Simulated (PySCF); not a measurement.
The system is Cl2Si, in a box.

```
CELL_PARAMETERS angstrom
11.00000 0.00000 0.00000
0.00000 13.00000 0.00000
0.00000 0.00000 10.00000
ATOMIC_POSITIONS crystal
Cl 0.54125 0.62458 0.54140
Si 0.44453 0.50042 0.46540
Cl 0.55784 0.37865 0.51600
```

Program: PySCF 2.14.0. Alike in all runs: task atomic charges; potentials or basis 6-31g* (all-electron); no spin polarisation; cell as given; k mesh 1 × 1 × 1; smearing fixed.

Question: Order these runs on this cell by their band gap on the k mesh, lowest first.
A. level HSE06+D4; three-body dispersion term yes; exxdiv ewald; three-centre integrals read from an earlier run's file
B. level B3LYP+D3(OP); three-body dispersion term no; exxdiv ewald; three-centre integrals read from an earlier run's file
C. level PBE

Answer: C (2.99 eV), A (4.08 eV), B (4.52 eV).

Caveats: this is a molecule in a periodic box at the Γ point, so its band gap is the HOMO-LUMO gap; the basis of atomic orbitals isn't converged, which shifts pressures, moduli and gaps; this program's HSE differs a little from the usual definition (some runs).

